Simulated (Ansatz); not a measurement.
**CH₅FGeO: small, medium and large basis sets**

How large a basis does CH₅FGeO need? Two functionals are run in growing sets.

Method: one geometry, several basis sets; program: Ansatz 0.2.0, Gaussian basis.

Plan: PBE0-D4/def2-SVP; ωB97M-V/def2-SVP; PBE0-D4/def2-QZVPP; ωB97M-V/def2-QZVPP; the functionals' def2-TZVPP values are taken from earlier runs.

**1. The relaxed structure**

All runs share one geometry, relaxed beforehand with PBE0-D4 in a triple-zeta def2 set.

9 atoms, charge 0, spin multiplicity 1.

Atoms are counted from 1 here; the program's logs count them from 0.

Bond lengths: C1–Ge2 1.923 Å, C1–H5 1.090 Å, C1–H6 1.091 Å, C1–H7 1.090 Å, Ge2–O3 1.766 Å, Ge2–F4 1.745 Å, Ge2–H8 1.538 Å, O3–H9 0.960 Å. Angles: Ge2–C1–H5 108.9°, Ge2–C1–H6 110.1°, Ge2–C1–H7 110.2°, H5–C1–H6 109.1°, H5–C1–H7 109.3°, H6–C1–H7 109.2°, C1–Ge2–O3 107.0°, C1–Ge2–F4 108.4°, C1–Ge2–H8 118.4°, O3–Ge2–F4 106.8°, O3–Ge2–H8 111.2°, F4–Ge2–H8 104.4°, Ge2–O3–H9 113.6°.

**2. PBE0-D4 in def2-SVP**

Input file in.yaml:

```yaml
crystal:
  periodic: [false, false, false]
  atoms:
    - {symbol: C, position_ang: [-0.669024, 0.976880, -0.584176]}
    - {symbol: Ge, position_ang: [0.088345, -0.643686, 0.121534]}
    - {symbol: O, position_ang: [1.270042, -0.170654, 1.345472]}
    - {symbol: F, position_ang: [0.974361, -1.438602, -1.153827]}
    - {symbol: H, position_ang: [0.138916, 1.624948, -0.924649]}
    - {symbol: H, position_ang: [-1.237932, 1.493478, 0.189691]}
    - {symbol: H, position_ang: [-1.327083, 0.751272, -1.423489]}
    - {symbol: H, position_ang: [-0.865545, -1.725143, 0.656808]}
    - {symbol: H, position_ang: [1.716522, -0.914693, 1.755536]}
basis:
  gaussian: {orbitals: def2-SVP}
hamiltonian: {xc: pbe0, dispersion: d4}
output: {orbitals: {seedname: orbitals}}
```

Command:

```sh
ansatz run in.yaml --threads 4 --pin off --events-out ev --progress --plain --max-ram 10444MiB
```

After this run come: ωB97M-V in def2-SVP; PBE0-D4 in def2-QZVPP; ωB97M-V in def2-QZVPP.

**Question.** What will the summary of the whole plan be? Wanted: PBE0-D4: double and triple zeta above quadruple; ωB97M-V: double and triple zeta above quadruple.

**Answer**, as computed:

```
                                       quantity           value
PBE0-D4: double and triple zeta above quadruple  16.09, 1.58 eV
ωB97M-V: double and triple zeta above quadruple  16.25, 1.54 eV
```

What this shows: PBE0-D4 gains 14.51 eV from double to triple zeta, then 1.58 eV more. Total energies overstate the basis error of differences, where much of it tends to cancel. The LUMO of ωB97M-V is positive and keeps falling with the basis (2.96 to 1.70 eV): an unbound level that the basis holds in place.
